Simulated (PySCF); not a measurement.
# One shape, several levels: CH7BN2 (SMILES CB(N)N)

Aim: a comparison of 5 runs (HF/STO-3G, HF/3-21G, B3LYP/6-31G*, TPSS/pcseg-1, BLYP/def2-TZVP) of CH7BN2. Input form: a Python script.

The calculation is run with PySCF 2.14.0.

### Step 1. The structure to begin with

CH7BN2 has 11 atoms, charge 0, and is taken as a singlet. SMILES: `CB(N)N`. The shape is that of a PBE0-D4/def2-TZVP optimisation.

Bond lengths: C1–B2 1.582 Å, B2–N3 1.416 Å, B2–N4 1.416 Å, C1–H5 1.093 Å, C1–H6 1.093 Å, C1–H7 1.096 Å, N3–H8 1.004 Å, N3–H9 1.003 Å, N4–H10 1.003 Å, N4–H11 1.004 Å. Some angles: C1–B2–N3 119.8°, C1–B2–N4 119.8°, N3–B2–N4 120.4°, B2–C1–H5 112.5°, B2–C1–H6 112.6°, B2–C1–H7 110.2°, B2–N3–H8 124.4°, B2–N3–H9 122.1°, B2–N4–H10 122.1°, B2–N4–H11 124.4°.

### Step 2. Energy and forces at HF/STO-3G (run 1)

The input, input.py:

```python
from pyscf import gto, scf

molecule = gto.Mole()
molecule.atom = '''
C     -0.697600     1.164600    -0.169800
B      0.096800    -0.189500     0.024000
N      0.158900    -0.791900     1.303700
N      0.762500    -0.778300    -1.078100
H     -1.103000     1.271700    -1.179500
H     -1.529900     1.266600     0.531700
H     -0.033800     2.019900    -0.001700
H      0.670200    -1.631100     1.510900
H     -0.304800    -0.397700     2.100700
H      0.733200    -0.374600    -1.995600
H      1.313000    -1.616700    -1.025700
'''
molecule.charge = 0
molecule.verbose = 4
molecule.max_memory = 1860
molecule.basis = 'sto-3g'
molecule.build()

hf = scf.RHF(molecule)
hf.conv_tol = 1e-10
hf.kernel()
if not hf.converged:
    hf = hf.newton().run(hf.mo_coeff, hf.mo_occ)

e_tot = hf.e_tot
print(f'total energy: {e_tot:.8f} hartree')
grad = hf.nuc_grad_method().kernel()
dip = hf.dip_moment()
pop, q = hf.mulliken_pop()
```

Started as:

```
$ OMP_NUM_THREADS=1 python input.py
```

The program printed:

```text
PySCF version 2.14.0

[... 63 lines left out ...]
converged SCF energy = -173.426245451065
total energy: -173.42624545 hartree
[... 11 lines left out ...]
Dipole moment(X, Y, Z, Debye):  0.59809, -0.83443,  0.14665
[... 39 lines left out ...]
charge of   10H =      0.16966
```

Wall time 1.1 s (1 thread of Intel Xeon 6975P-C (Granite Rapids), shared host); peak memory 0.11 GiB.

### Step 3. Energy and gradient at HF/3-21G (run 2)

The input, job.py:

```python
# CB(N)N
from pyscf import gto, scf

molecule = gto.M(
    atom='''
C     -1.318273     2.200775    -0.320875
B      0.182925    -0.358103     0.045353
N      0.300277    -1.496474     2.463636
N      1.440916    -1.470774    -2.037314
H     -2.084368     2.403165    -2.228932
H     -2.891092     2.393527     1.004767
H     -0.063873     3.817058    -0.003213
H      1.266494    -3.082332     2.855187
H     -0.575989    -0.751544     3.969748
H      1.385547    -0.707891    -3.771137
H      2.481210    -3.055120    -1.938292
''',
    basis='3-21g',
    verbose=4,
    charge=0,
    max_memory=1860,
    unit='bohr',
)

mf = scf.RHF(molecule)
mf.conv_tol = 1e-10
mf.kernel()
if not mf.converged:
    mf = mf.newton().run(mf.mo_coeff, mf.mo_occ)

e_final = mf.e_tot
print('E(%s) = %.9f' % ('HF', e_final))
grad = mf.nuc_grad_method().kernel()
mf.analyze()
```

Started as:

```
$ OMP_NUM_THREADS=1 python job.py
```

The program printed:

```text
PySCF version 2.14.0

[... 84 lines left out ...]
DFT Exchange-Correlation Energy =      -24.843916599316174
[... 11 lines left out ...]
MO #10  energy= -0.640710614121262 occ= 2
[... 9 lines left out ...]
MO #20  energy= 0.326056736416096  occ= 0
[... 9 lines left out ...]
MO #30  energy= 0.919420214283831  occ= 0
[... 9 lines left out ...]
MO #40  energy= 1.41135974542926   occ= 0
[... 9 lines left out ...]
MO #50  energy= 2.92610685786459   occ= 0
[... 64 lines left out ...]
Dipole moment(X, Y, Z, Debye):  0.73543, -0.97914,  0.18038
```

Wall time 1.1 s (1 thread of Intel Xeon 6975P-C (Granite Rapids), shared host); peak memory 0.12 GiB.

Runs 3 to 4 aren't shown in full; the table further down has their settings and results.

### Step 4. Energy and gradient at BLYP/def2-TZVP (run 5)

The input, geometry.xyz:

```xyz
11
CH7BN2
C     -0.697600     1.164600    -0.169800
B      0.096800    -0.189500     0.024000
N      0.158900    -0.791900     1.303700
N      0.762500    -0.778300    -1.078100
H     -1.103000     1.271700    -1.179500
H     -1.529900     1.266600     0.531700
H     -0.033800     2.019900    -0.001700
H      0.670200    -1.631100     1.510900
H     -0.304800    -0.397700     2.100700
H      0.733200    -0.374600    -1.995600
H      1.313000    -1.616700    -1.025700
```

The input, calc.py:

```python
from pyscf import gto, dft

molecule = gto.M(
    atom='geometry.xyz',
    verbose=4,
    max_memory=1860,
    basis='def2-tzvp',
)

myscf = dft.RKS(molecule)
myscf.xc = 'blyp'
myscf.conv_tol = 1e-10
myscf.grids.level = 5
myscf.kernel()
if not myscf.converged:
    myscf = myscf.newton().run(myscf.mo_coeff, myscf.mo_occ)

e_final = myscf.e_tot
print('E = %.10f Eh' % e_final)
grad = myscf.nuc_grad_method().kernel()
myscf.analyze()
```

Started as:

```
$ OMP_NUM_THREADS=1 python calc.py
```

The program printed:

```text
PySCF version 2.14.0

[... 121 lines left out ...]
MO #16  energy= -0.192194610025281 occ= 2
[... 29 lines left out ...]
MO #46  energy= 0.497483445625698  occ= 0
[... 29 lines left out ...]
MO #76  energy= 1.55847751932887   occ= 0
[... 29 lines left out ...]
MO #106 energy= 2.42363757419947   occ= 0
[... 29 lines left out ...]
MO #136 energy= 4.11939504869051   occ= 0
[... 29 lines left out ...]
MO #166 energy= 31.6021012157025   occ= 0
[... 180 lines left out ...]
Dipole moment(X, Y, Z, Debye):  0.64983, -0.92405,  0.15947
```

Wall time 59 s (1 thread of Intel Xeon 6975P-C (Granite Rapids), shared host); peak memory 2.1 GiB.

### Step 5. All runs side by side

| run | level | integration grid | energy (Eh) | dipole moment (D) | HOMO energy (eV) | LUMO energy (eV) | wall time |
| --- | --- | --- | --- | --- | --- | --- | --- |
| 1 | HF/STO-3G | – | -173.426245 | 1.04 | -8.03 | 10.85 | 1.1 s |
| 2 | HF/3-21G | – | -174.666729 | 1.24 | -9.77 | 7.12 | 1.1 s |
| 3 | B3LYP/6-31G* (spherical functions) | 5 | -176.761598 | 1.21 | -5.97 | 2.25 | 16 s |
| 4 | TPSS/pcseg-1 | 5 | -176.761964 | 1.26 | -5.27 | 0.82 | 36 s |
| 5 | BLYP/def2-TZVP | 5 | -176.763282 | 1.14 | -5.23 | 0.06 | 59 s |

### Step 6. What came out

```
                       quantity          value
            run 5: total energy  -176.76328 Eh
           run 5: dipole moment         1.14 D
             run 5: HOMO energy       -5.23 eV
             run 5: LUMO energy        0.06 eV
           run 5: HOMO–LUMO gap        5.29 eV
run 5: largest force on an atom     0.404 eV/Å
```

What this shows: The dipole moment (its size) runs from 1.04 D (HF/STO-3G) to 1.26 D (TPSS/pcseg-1). The two ends differ in method and basis. The HOMO–LUMO gap runs from 5.29 eV (BLYP/def2-TZVP) to 18.89 eV (HF/STO-3G). Totals of different functionals can't be ranked against each other. In run 1 the basis is minimal, so the values are rough. All runs together took 1.9 min, the longest 59 s.
